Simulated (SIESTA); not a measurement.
Ga under changes of volume

One of the cells (20.328 Å³/atom); the others are scaled copies at fixed shape and fractional positions:

```
Ga
1.0
     3.84224   -2.34204    0.00000
     3.84224    2.34204    0.00000
     0.00000    0.00000    4.51798
Ga
4
Direct
  0.66555 0.00969 0.25000
  0.00969 0.66555 0.75000
  0.33445 0.99031 0.75000
  0.99031 0.33445 0.25000
```

This isn't the form of Ga at room conditions, which is orthorhombic.

```yaml
Program: SIESTA 5.4.2
Functional: PBEsol
Potentials_or_basis: PseudoDojo 0.4 standard (PBEsol files)
Basis: DZP (energy shift 0.003 Ry; two zetas on semicore shells)
Grid_cutoff: 800 Ry
Energy_shift: 0.003 Ry
k_mesh: 7 × 7 × 6
Occupations: fermi-dirac, width 0.05 eV
Spin: no spin polarisation
```

```csv
volume (Å³/atom),energy over the lowest point (meV/atom),pressure (GPa),largest force (eV/Å)
18.734,12.97,4.1,0.074
19.132,4.63,2.6,0.070
19.531,0.00,1.1,0.057
20.328,0.80,-1.3,0.020
20.726,5.24,-2.2,0.017
21.125,?,?,?
```

Q: What does the run at 21.125 Å³/atom give?

A: Energy over the lowest point 11.93 meV/atom; pressure -3.1 GPa; largest force 0.028 eV/Å.

Worked out: A Birch-Murnaghan fit of order 3 (a polynomial in V^(-2/3)) to the other rows has its minimum at 19.87 Å³/atom with B0 = V·E''(V) = 61 GPa and B' = 5.5 at fixed shape and positions, which overstates the stiffness. It gives 12.04 meV/atom at 21.125 Å³/atom, against the run's 11.93, and -dE/dV = -3.2 GPa, against -3.1.

Energies are extrapolated to zero smearing.

Caveats: the basis of atomic orbitals isn't converged, which shifts pressures, moduli and gaps.
